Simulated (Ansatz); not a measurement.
**H₇OPSi₂: a ladder of functionals and wavefunction methods**

Aim: compute H₇OPSi₂ with functionals from several rungs and with coupled cluster, and see how far each lands from CCSD(T) at the basis-set limit for the atomisation energy.

Program: Ansatz 0.2.0, Gaussian basis. Level of theory: functionals in def2-TZVPP, the program's frozen cores in correlated methods. These are calculated values, not measurements.

Plan: PBE-D4, r2SCAN-D4, PBE0-D4, B3LYP-D4, ωB97X-V, ωB97M-V, B2PLYP; CCSD(T)/def2-TZVPP; MP2/def2-QZVPP; extrapolation to the limit.

**1. The relaxed structure**

All runs share one geometry, relaxed beforehand with PBE0-D4 in a triple-zeta def2 set.

11 atoms, charge 0, spin multiplicity 1.

Atoms are counted from 1 here; the program's logs count them from 0.

Bond lengths: O1–P2 1.665 Å, O1–H5 0.960 Å, P2–Si3 2.261 Å, P2–H6 1.426 Å, Si3–Si4 2.342 Å, Si3–H7 1.489 Å, Si3–H8 1.489 Å, Si4–H9 1.487 Å, Si4–H10 1.488 Å, Si4–H11 1.487 Å. Angles: P2–O1–H5 109.1°, O1–P2–Si3 100.3°, O1–P2–H6 99.3°, Si3–P2–H6 92.5°, P2–Si3–Si4 107.5°, P2–Si3–H7 112.1°, P2–Si3–H8 108.5°, Si4–Si3–H7 110.4°, Si4–Si3–H8 109.7°, H7–Si3–H8 108.6°, Si3–Si4–H9 110.3°, Si3–Si4–H10 110.2°, Si3–Si4–H11 110.3°, H9–Si4–H10 108.6°, H9–Si4–H11 108.8°, H10–Si4–H11 108.6°.

**2. PBE-D4 (GGA)**

Input file in.yaml:

```yaml
crystal:
  periodic: [false, false, false]
  atoms:
    - {symbol: O, position_ang: [1.400728, 2.215129, -1.333960]}
    - {symbol: P, position_ang: [-0.058010, 1.486353, -0.998113]}
    - {symbol: Si, position_ang: [0.660404, -0.455284, -0.088712]}
    - {symbol: Si, position_ang: [-1.168420, -1.449186, 0.984866]}
    - {symbol: H, position_ang: [1.339442, 2.666706, -2.179293]}
    - {symbol: H, position_ang: [-0.314007, 2.063651, 0.280354]}
    - {symbol: H, position_ang: [1.776452, -0.244615, 0.874747]}
    - {symbol: H, position_ang: [1.140674, -1.340433, -1.184982]}
    - {symbol: H, position_ang: [-2.260388, -1.709065, 0.009322]}
    - {symbol: H, position_ang: [-1.687712, -0.550920, 2.051149]}
    - {symbol: H, position_ang: [-0.763764, -2.739237, 1.605022]}
basis:
  gaussian: {orbitals: def2-TZVPP}
hamiltonian: {xc: pbe, dispersion: d4}
output: {forces: true, orbitals: {seedname: orbitals}}
```

On the command line:

```
ansatz run in.yaml --threads 4 --pin off --events-out ev --progress --plain --max-ram 10444MiB
```

Further steps of the session: r2SCAN-D4 (meta-GGA); PBE0-D4 (hybrid); B3LYP-D4 (hybrid); ωB97X-V (range-separated); ωB97M-V (range-separated); B2PLYP (double hybrid); CCSD(T) in def2-TZVPP; MP2 in def2-QZVPP.

Before running them: what should the planned runs give, taken together? Wanted: atomisation energy, CCSD(T)/CBS; farthest; mean size of error, hybrid; mean size of error, range-separated; gap, smallest and largest; T1 diagnostic; triples share of the correlation energy.

The runs gave:

| quantity | value |
| --- | --- |
| atomisation energy, CCSD(T)/CBS | 3269.4 kJ/mol |
| functionals within 16.3 kJ/mol (0.5 %) | PBE-D4, r2SCAN-D4, B3LYP-D4, ωB97M-V |
| farthest | B2PLYP (-60.4 kJ/mol) |
| mean size of error, hybrid | 22.8 kJ/mol |
| mean size of error, range-separated | 23.0 kJ/mol |
| gap, smallest and largest | 4.18 eV (PBE-D4), 10.53 eV (ωB97X-V) |
| T1 diagnostic | 0.0140 |
| triples share of the correlation energy | 3.7 % |

In words: PBE-D4 misses by -6.3 kJ/mol. Double hybrids carry the basis error of their MP2 part in triple zeta, and no dispersion term here, so their miss is partly the set-up's. The reference freezes the cores and leaves out relativity and excitations past (T), so misses under about 16.3 kJ/mol can't be ranked. Hartree-Fock recovers 71 % of the binding; the rest is correlation. Orbital gaps span 4.2 to 10.5 eV; exact exchange widens them.
